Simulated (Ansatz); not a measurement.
CoAu4:

```xyz
5
Lattice="1.4528 0.8388 11.6661 -1.4528 0.8388 11.6661 0.0000 -1.6775 11.6661" Properties=species:S:1:pos:R:3 pbc="T T T"
Au    0.0000    0.0000   21.2323
Au    0.0000    0.0000    7.0795
Au    0.0000    0.0000   27.9186
Au    0.0000    0.0000   13.7659
Co    0.0000    0.0000    0.0000
```

The cell comes from a database or a generator and needn't be the stable form of this composition.

| Quantity | Value |
| --- | --- |
| Program | Ansatz 0.2.0 |
| Task | relaxation of cell and atoms |
| Functional | r2SCAN |
| Potentials or basis | Ansatz PAW |
| Cutoff | 500 eV (not typed: the program's choice for these potentials) |
| k mesh | 11 × 11 × 11 |
| Occupations | fermi-dirac, width 0.05 eV |
| Spin | collinear spin, ferromagnetic start |
| Starting moments | [0.0, 0.0, 0.0, 0.0, 2.0] μB |

At the start: volume 17.06 Å³/atom.

Problem. Where does the relaxation end?

Solution. It ends after 6 steps and the volume is 16.51 Å³/atom (-3.2 %); space group R-3m (No. 166, to 0.05 Å); moment 1.98 μB per cell.

Step by step:
| step | energy change (eV) | largest force (eV/Å) | volume (Å³) |
| --- | --- | --- | --- |
| 1 | 0.0000 | 0.0571 | 85.29 |
| 2 | -0.0517 | 0.0103 | 82.93 |
| 3 | -0.0551 | 0.0067 | 82.38 |
| 4 | -0.0553 | 0.0297 | 82.51 |
| 5 | -0.0555 | 0.0044 | 82.57 |
| 6 | -0.0541 | 0.0044 | 82.57 |

Final structure:
```
Au Co
1.0
     1.42615    0.82339   11.71860
    -1.42615    0.82339   11.71860
     0.00000   -1.64678   11.71860
Au Co
4 1
Direct
  0.60626 0.60626 0.60626
  0.20205 0.20205 0.20205
  0.79795 0.79795 0.79795
  0.39374 0.39374 0.39374
  0.00000 0.00000 0.00000
```

Caveat: the magnetic or orbital state may not be the lowest; the plane-wave basis is chosen anew once the cell has moved, so the energies of steps on either side of that aren't comparable; the PAW data sets come from PBE, with cores solved anew for the run's functional, which leaves a small shift of forces and pressure.
